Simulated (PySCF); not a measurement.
# C4H10N2OSi: magnetic properties

Aim: compute the magnetic properties of C4H10N2OSi (`CO[C@@H]1C=NN([SiH3])C1`).

Computed with PySCF 2.14.0 and routines of our own; the level stands in each step. Atoms count from 0.

## Step 1: The starting structure

18 atoms, charge 0, multiplicity 1; geometry from: GFN2-xTB.

## Step 2: Magnetic properties: GIAO B97-2/pcSseg-1

What the job is given:

```
{"job": {"kind": "mag", "xc": "B97-2", "basis": "pcSseg-1", "isotopologues": 2}, "charge": 0, "multiplicity": 1}
C     -2.789623     0.307759     0.388722
O     -1.779040    -0.662331     0.292157
C     -0.878237    -0.448612    -0.772206
C     -0.004259    -1.670623    -0.963849
N      1.235635    -1.432867    -0.829360
N      1.461257    -0.134408    -0.575239
Si     3.026003     0.430429    -0.096288
C      0.207022     0.610592    -0.484470
H     -3.424841     0.005385     1.218827
H     -2.381184     1.305649     0.587903
H     -3.385978     0.349982    -0.531892
H     -1.446660    -0.218426    -1.689329
H     -0.378578    -2.651870    -1.174015
H      3.941550    -0.593203    -0.570283
H      3.189616     1.735232    -0.747881
H      3.099758     0.623668     1.358387
H      0.086759     1.022445     0.521330
H      0.212041     1.427516    -1.208931
```

Method: GIAO B97-2/pcSseg-1 magnetisability, rotational g tensor and spin-rotation constants, non-relativistic, gas phase.

The run is started by

```console
> OMP_NUM_THREADS=1 python excited_run.py task.json out
```

The driver reads the jobs from task.json and runs them one after another.

The log of the run:

```text
coarse grid: 15384 points
cycle   1  E = -632.3373226149  dE =  1.104e+00  |g| = 5.738e-01  |ddm| = 3.840e+00
cycle   2  E = -632.2708327304  dE =  6.649e-02  |g| = 8.387e-01  |ddm| = 1.298e+00
cycle   3  E = -632.4002136108  dE = -1.294e-01  |g| = 8.351e-02  |ddm| = 8.541e-01
cycle   4  E = -632.4013645289  dE = -1.151e-03  |g| = 3.070e-02  |ddm| = 8.661e-02
cycle   5  E = -632.4015585993  dE = -1.941e-04  |g| = 1.142e-02  |ddm| = 3.437e-02
cycle   6  E = -632.4015774450  dE = -1.885e-05  |g| = 6.567e-03  |ddm| = 1.351e-02
cycle   7  E = -632.4015876163  dE = -1.017e-05  |g| = 5.004e-04  |ddm| = 5.350e-03
cycle   8  E = -632.4015876542  dE = -3.793e-08  |g| = 2.849e-04  |ddm| = 6.332e-04
final grid: 143672 points
cycle   9  E = -632.4474472835  dE = -6.275e-05  |g| = 6.107e-03  |ddm| = 3.145e-02
cycle  10  E = -632.4474402310  dE =  7.052e-06  |g| = 8.647e-03  |ddm| = 9.175e-03
cycle  11  E = -632.4474528716  dE = -1.264e-05  |g| = 7.735e-04  |ddm| = 6.094e-03
cycle  12  E = -632.4474529525  dE = -8.093e-08  |g| = 3.231e-04  |ddm| = 8.721e-04
cycle  13  E = -632.4474529733  dE = -2.081e-08  |g| = 1.220e-04  |ddm| = 3.498e-04
cycle  14  E = -632.4474529763  dE = -2.939e-09  |g| = 4.500e-05  |ddm| = 1.254e-04
cycle  15  E = -632.4474529768  dE = -4.875e-10  |g| = 4.396e-06  |ddm| = 3.950e-05
converged SCF energy = -632.4474529768

Magnetisability tensor (1e-30 J/T^2)
    -1195.02       35.12       26.34
       35.12    -1111.10       23.69
       26.34       23.69    -1294.52
isotropic -1200.21   principal values   -1302.25  -1204.96  -1093.43
isotropic susceptibility -72.279 1e-6 cm^3/mol

Inertial axes            a          b          c
rot. const./GHz      4.1644     0.9471     0.8231
chi total           -71.803    -68.009    -77.023
chi diamagnetic    -419.051  -1391.710  -1584.186
chi paramagnetic    347.248   1323.701   1507.163
quadrupole/D A        5.048     -1.673     -3.375
g nuclear            0.6214     0.5758     0.5753
g electronic        -0.6794    -0.5890    -0.5828
g total             -0.0580    -0.0131    -0.0075

Spin-rotation constants (kHz, H = +C I.J)
atom  isotope        aa         bb         cc
  4    14N        0.925      0.273      0.067
  5    14N        0.490      0.043      0.074
  8     1H       -0.153     -0.102     -0.008
  9     1H       -0.285      0.009     -0.084
 10     1H       -0.269     -0.096      0.002
 11     1H       -0.257     -0.098      0.024
 12     1H       -0.299      0.068     -0.091
 13     1H       -0.141      0.001     -0.078
 14     1H       -0.333     -0.035     -0.012
 15     1H       -0.365     -0.049      0.007
 16     1H       -0.411     -0.017     -0.041
 17     1H       -0.438     -0.065      0.010
  0    13C*       0.793      0.182      0.183
  1    17O*      -0.469     -0.102     -0.053
  2    13C*       0.984      0.235      0.221
  3    13C*       1.130      0.442      0.189
  6   29Si*      -2.094     -0.554     -0.483
  7    13C*       0.719      0.199      0.173
* in the singly substituted isotopologue

Isotopologues: g along a, b, c
2H    at 8,9,10,11,12,1    -0.0472    -0.0115    -0.0066
13C   at 0                 -0.0575    -0.0129    -0.0074
```

Wall time 71 s (1 thread of Arm Neoverse N1, shared host); peak memory 0.94 GiB.

From this job:

```csv
quantity,value
magnetisability,-1200·10⁻³⁰ J/T²
molar susceptibility,-72.3·10⁻⁶ cm³/mol
"rotational g (a, b, c)","-0.0580, -0.0131, -0.0075"
```

Orbitals, density, ELF and potential are computed afterwards from the orbital file.

Frontier orbitals at B97-2/pcSseg-1, with the share of their density that lies nearest to each atom:

```csv
orbital,energy (eV),lies on
HOMO,-5.94,N5 43 %; C3 25 %; N4 9 %
LUMO,0.09,N4 37 %; C3 27 %; N5 7 %
```

ELF in a plane through or near 9 of the atoms.

Ten even steps from ' ' (0.00) to '@' (1.00):
```
                                                        
                                                        
                                                        
                                                        
                                    ....                
                          ....    ++@@%%--              
          ..::--::      **@@%%::  @@@@@@##              
          --++++--..  ..%%@@@@++  %%@@@@++..            
        ..::..--..::::::**@@%%--  ::##==--==..          
      ::++##..%%--##%%####==**==::--++::**##--          
    ..%%@@@@@@----%%====++--##==**##**==++++::          
    ::@@@@@@@@%%..::**%%--..##++==****--                
      **@@@@@@::  **%%==%%++==%%--..::::                
        --**::  ==@@@@####::::**::                      
                --##%%--..**@@@@%%                      
                  ----    ##@@@@@@..                    
                          ==@@@@##                      
                                                        
                                                        
                                                        
```
The map spans 13.1 Å across and 10.7 Å up, centred on the molecule. Atoms in the plane (x, y in Å): C0 (2.8, 0.6), C3 (0.0, -1.8), N4 (-1.2, -1.5), N5 (-1.5, -0.3), Si6 (-3.0, 0.5), H9 (2.4, 1.6), H12 (0.4, -2.8), H13 (-3.9, -0.7), H16 (-0.1, 1.3).

On the surface of density 0.002 e/bohr³ the electrostatic potential runs, from the 1st to the 99th percentile, from -1.54 V near N4 to 1.27 V near H14.

## Step 3: Outcome

| quantity | value |
| --- | --- |
| magnetisability (step 2, GIAO B97-2/pcSseg-1) | -1200·10⁻³⁰ J/T² |
| molar susceptibility (step 2, GIAO B97-2/pcSseg-1) | -72.3·10⁻⁶ cm³/mol |
| rotational g (a, b, c) (step 2, GIAO B97-2/pcSseg-1) | -0.0580, -0.0131, -0.0075 |
| surface potential, 1st and 99th percentile | -1.54 V and 1.27 V |

In words: The values above hold for this geometry and these levels alone. Vibrational averaging and real surroundings are missing from these values.
